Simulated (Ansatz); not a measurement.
# BH6NO2Si: one species, many methods

The task here is to estimate one member of a computed series from the others.

The runs use Ansatz 0.2.0, Gaussian basis; functionals in def2-TZVPP, the program's frozen cores in correlated methods.

Plan: LDA (SPW92), PBE-D4, revPBE-D4, BLYP-D4, r2SCAN-D4, B97M-V, PBE0-D4, B3LYP-D4, r2SCANh-D4, r2SCAN0-D4, HSE06-D4, BHLYP-D4, CAM-B3LYP-D4, LC-ωPBE, ωB97X-V, ωB97M-V, B2PLYP, PBE-QIDH; CCSD(T)/def2-SVP; CCSD(T)/def2-TZVPP; MP2/def2-QZVPP; extrapolation to the limit; RPA on PBE.

### The geometry

An earlier PBE0-D4 in a triple-zeta def2 set relaxation fixed the geometry.

11 atoms, charge 0, spin multiplicity 1.

Atoms are counted from 1 here; the program's logs count them from 0.

Bond lengths: N1–B2 1.410 Å, N1–H6 1.004 Å, N1–H7 1.002 Å, B2–O3 1.376 Å, B2–O4 1.371 Å, O3–H8 0.957 Å, O4–Si5 1.646 Å, Si5–H9 1.484 Å, Si5–H10 1.485 Å, Si5–H11 1.486 Å. Angles: B2–N1–H6 120.8°, B2–N1–H7 124.9°, H6–N1–H7 114.3°, N1–B2–O3 123.9°, N1–B2–O4 118.8°, O3–B2–O4 117.3°, B2–O3–H8 115.0°, B2–O4–Si5 130.1°, O4–Si5–H9 106.5°, O4–Si5–H10 111.2°, O4–Si5–H11 111.2°, H9–Si5–H10 109.3°, H9–Si5–H11 109.3°, H10–Si5–H11 109.3°.

The first run:

The input, in.yaml:

```yaml
crystal:
  periodic: [false, false, false]
  atoms:
    - {symbol: N, position_ang: [1.131875, 1.595104, -0.711502]}
    - {symbol: B, position_ang: [0.187694, 0.713935, -0.146229]}
    - {symbol: O, position_ang: [-0.985137, 1.122601, 0.446698]}
    - {symbol: O, position_ang: [0.437497, -0.633482, -0.180991]}
    - {symbol: Si, position_ang: [-0.459158, -1.891780, 0.385073]}
    - {symbol: H, position_ang: [1.973253, 1.245898, -1.132807]}
    - {symbol: H, position_ang: [1.041762, 2.593169, -0.736093]}
    - {symbol: H, position_ang: [-1.127097, 2.069350, 0.453328]}
    - {symbol: H, position_ang: [0.304034, -3.125443, 0.074068]}
    - {symbol: H, position_ang: [-0.655749, -1.793934, 1.854238]}
    - {symbol: H, position_ang: [-1.783475, -1.952316, -0.285182]}
basis:
  gaussian: {orbitals: def2-TZVPP}
hamiltonian: {xc: lda}
output: {orbitals: {seedname: orbitals}}
```

Run with:

```
ansatz run in.yaml --threads 4 --pin off --events-out ev --progress --plain --max-ram 10444MiB
```

Among the steps run: LDA; PBE-D4 (GGA); revPBE-D4 (GGA); BLYP-D4 (GGA); r2SCAN-D4 (meta-GGA); B97M-V (meta-GGA); PBE0-D4 (hybrid); B3LYP-D4 (hybrid); r2SCANh-D4 (hybrid); r2SCAN0-D4 (hybrid); HSE06-D4 (hybrid); BHLYP-D4 (hybrid); CAM-B3LYP-D4 (range-separated); LC-ωPBE (range-separated); ωB97X-V (range-separated); ωB97M-V (range-separated); B2PLYP (double hybrid); PBE-QIDH (double hybrid).

One of the session's tables, all rows but one given; the rest of the session is left out.

It belongs to the step «Frontier levels by functional». 

```
  functional  HOMO (eV)  LUMO (eV)  gap (eV)
 LDA (SPW92)      -6.46      -0.73      5.72
      PBE-D4          ?          ?         ?
   revPBE-D4      -6.22      -0.46      5.76
     BLYP-D4      -6.16      -0.53      5.63
   r2SCAN-D4      -6.60       0.04      6.64
      B97M-V      -6.71      -0.38      6.33
     PBE0-D4      -7.75       0.29      8.04
    B3LYP-D4      -7.51      -0.03      7.47
  r2SCANh-D4      -7.16       0.30      7.45
  r2SCAN0-D4      -7.99       0.67      8.66
    HSE06-D4      -7.35      -0.08      7.27
    BHLYP-D4      -9.15       0.93     10.07
CAM-B3LYP-D4      -9.21       1.06     10.27
     LC-ωPBE     -10.63       2.35     12.98
     ωB97X-V     -10.24       2.15     12.39
     ωB97M-V     -10.14       1.69     11.83
```

Q: Estimate the row for PBE-D4 from the others.

**Answer.** HOMO (eV): -6.28; LUMO (eV): -0.55; gap (eV): 5.74. In the column «HOMO (eV)» it lies between LDA (SPW92) (-6.46) and revPBE-D4 (-6.22).
